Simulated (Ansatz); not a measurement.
**C3H10OSi: how energies converge with the basis set**

One table from this session's results is given with a row withheld; the runs are named, their logs left out.

The runs use Ansatz 0.2.0, Gaussian basis; one geometry, several basis sets.

Levels to be run: PBE0-D4/def2-SVP; ωB97M-V/def2-SVP; PBE0-D4/def2-QZVPP; ωB97M-V/def2-QZVPP; the functionals' def2-TZVPP values are taken from earlier runs.

### Structure used throughout

All runs share one geometry, relaxed beforehand with PBE0-D4 in a triple-zeta def2 set.

SMILES `CC(C)[SiH2]O`, 15 atoms, charge 0, spin multiplicity 1.

Atoms are counted from 1 here; the program's logs count them from 0.

Bond lengths: C1–C2 1.527 Å, C1–H6 1.094 Å, C1–H7 1.095 Å, C1–H8 1.093 Å, C2–C3 1.527 Å, C2–Si4 1.876 Å, C2–H9 1.100 Å, C3–H10 1.095 Å, C3–H11 1.094 Å, C3–H12 1.095 Å, Si4–O5 1.654 Å, Si4–H13 1.494 Å, Si4–H14 1.485 Å, O5–H15 0.957 Å. Angles: C2–C1–H6 111.0°, C2–C1–H7 111.0°, C2–C1–H8 111.9°, H6–C1–H7 107.4°, H6–C1–H8 107.5°, H7–C1–H8 107.7°, C1–C2–C3 111.4°, C1–C2–Si4 111.6°, C1–C2–H9 108.7°, C3–C2–Si4 111.2°, C3–C2–H9 108.4°, Si4–C2–H9 105.3°, C2–C3–H10 111.0°, C2–C3–H11 112.2°, C2–C3–H12 111.1°, H10–C3–H11 107.8°, H10–C3–H12 106.9°, H11–C3–H12 107.6° and more.

Coordinates:

```xyz
15

C    -0.90015   -0.00787    1.36952
C     0.30174    0.29267    0.47751
C     1.19418   -0.93530    0.31224
Si   -0.22795    0.97510   -1.18751
O    -1.13494   -0.10810   -2.04679
H    -1.54198   -0.77021    0.91845
H    -0.57993   -0.38442    2.34642
H    -1.51434    0.87984    1.54018
H     0.89509    1.09238    0.94398
H     0.64616   -1.75839   -0.15787
H     2.07450   -0.72569   -0.30170
H     1.54637   -1.30042    1.28220
H     0.99044    1.35154   -1.96532
H    -1.09981    2.16380   -1.00722
H    -0.67120   -0.81553   -2.49488
```

Set-up of the first run:

File in.yaml:

```yaml
crystal:
  periodic: [false, false, false]
  atoms:
    - {symbol: C, position_ang: [-0.900149, -0.007868, 1.369521]}
    - {symbol: C, position_ang: [0.301742, 0.292668, 0.477513]}
    - {symbol: C, position_ang: [1.194181, -0.935300, 0.312237]}
    - {symbol: Si, position_ang: [-0.227945, 0.975097, -1.187513]}
    - {symbol: O, position_ang: [-1.134936, -0.108097, -2.046791]}
    - {symbol: H, position_ang: [-1.541975, -0.770210, 0.918448]}
    - {symbol: H, position_ang: [-0.579932, -0.384422, 2.346420]}
    - {symbol: H, position_ang: [-1.514344, 0.879841, 1.540176]}
    - {symbol: H, position_ang: [0.895093, 1.092376, 0.943984]}
    - {symbol: H, position_ang: [0.646165, -1.758390, -0.157869]}
    - {symbol: H, position_ang: [2.074500, -0.725688, -0.301703]}
    - {symbol: H, position_ang: [1.546369, -1.300421, 1.282199]}
    - {symbol: H, position_ang: [0.990440, 1.351539, -1.965321]}
    - {symbol: H, position_ang: [-1.099806, 2.163801, -1.007220]}
    - {symbol: H, position_ang: [-0.671203, -0.815527, -2.494879]}
basis:
  gaussian: {orbitals: def2-SVP}
hamiltonian: {xc: pbe0, dispersion: d4}
output: {orbitals: {seedname: orbitals}}
```

Launch:

```sh
ansatz run in.yaml --threads 4 --pin off --events-out ev --progress --plain --max-ram 10444MiB
```

Among the steps run: PBE0-D4 in def2-SVP; ωB97M-V in def2-SVP; PBE0-D4 in def2-QZVPP; ωB97M-V in def2-QZVPP.

One of the session's tables, all rows but one given; the rest of the session is left out.

It belongs to the step «Density functionals: the series». 

```
functional       basis  HOMO (eV)  LUMO (eV)
   PBE0-D4    def2-SVP      -7.68       0.91
   PBE0-D4  def2-TZVPP          ?          ?
   PBE0-D4  def2-QZVPP      -7.79       0.02
   ωB97M-V    def2-SVP      -9.91       2.66
   ωB97M-V  def2-TZVPP     -10.01       1.85
   ωB97M-V  def2-QZVPP     -10.02       1.31
```

Q: Estimate the row for PBE0-D4, def2-TZVPP from the others.

The run gave: HOMO (eV): -7.77; LUMO (eV): 0.30. In the column «HOMO (eV)» it lies between PBE0-D4, def2-QZVPP (-7.79) and PBE0-D4, def2-SVP (-7.68).
